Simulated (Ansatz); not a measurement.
Crystal: NbSi.

```xyz
2
Lattice="0.0000 2.5738 2.5738 2.5738 0.0000 2.5738 2.5738 2.5738 0.0000" Properties=species:S:1:pos:R:3 pbc="T T T"
Nb    0.0000    0.0000    0.0000
Si    2.5738    2.5738    2.5738
```

The cell was built by a generator and needn't be a form met in nature.

Base run:

- Program: Ansatz 0.2.0
- Functional: LDA
- Potentials or basis: Ansatz PAW
- Cutoff: 420 eV
- Density cutoff: 1680 eV
- k mesh: 9 × 9 × 9
- Occupations: fermi-dirac, width 0.05 eV
- Spin: no spin polarisation
- Hubbard terms: Nb d U = 6 eV

Its results: band gap on the k mesh none (metal or under the smearing width); pressure -3.7 GPa.

Q: The run is repeated on the same cell with these changes: hubbard terms from Nb d U = 6 eV to Nb d U = 8 eV. What comes out?

A: Band gap on the k mesh none (metal or under the smearing width); pressure 0.3 GPa.

Caveats: U without spin polarisation on a metal has little footing; the PAW data sets come from PBE, with cores solved anew for the run's functional, which leaves a small shift of forces and pressure; the U is typed as a test and isn't derived for this compound; the density of states is complete only up to the lowest level of the last band computed.

Not every run made on this cell is shown here.
